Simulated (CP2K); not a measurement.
NbSi:

```
CELL_PARAMETERS angstrom
3.63995 0.00000 0.00000
1.81997 3.15229 0.00000
1.81997 1.05076 2.97200
ATOMIC_POSITIONS crystal
Nb 0.00000 0.00000 0.00000
Si 0.50000 0.50000 0.50000
```

The cell was built by a generator and needn't be a form met in nature.

Base run:

* Program: CP2K 2026.2
* Functional: r2SCAN
* Dispersion: D3(BJ)
* Potentials or basis: POTENTIAL_UZH Nb GTH-SCAN-q13, Si GTH-SCAN-q4; TZVP-MOLOPT-SCAN-GTH basis
* Density cutoff: 9184 eV
* k mesh: 9 × 9 × 9
* Occupations: fermi-dirac, width 0.05 eV
* Spin: no spin polarisation

Its results: band gap on the k mesh none (metal or under the smearing width); pressure -3.4 GPa.

After a change of settings the same cell gave: band gap on the k mesh none (metal or under the smearing width); pressure -0.9 GPa. Which change was it?
A. dispersion from D3(BJ) to none
B. dispersion from D3(BJ) to D3(BJ)+ATM
C. dispersion from D3(BJ) to D4

A.

Dispersion adds attraction, which lowers the pressure at fixed volume and, as a term added to the energy, leaves the levels alone.

Caveats: the basis of atomic orbitals isn't converged, which shifts pressures, moduli and gaps; pairwise dispersion overbinds metals, which lowers pressure and volume (some runs).

Not every run made on this cell is shown here.
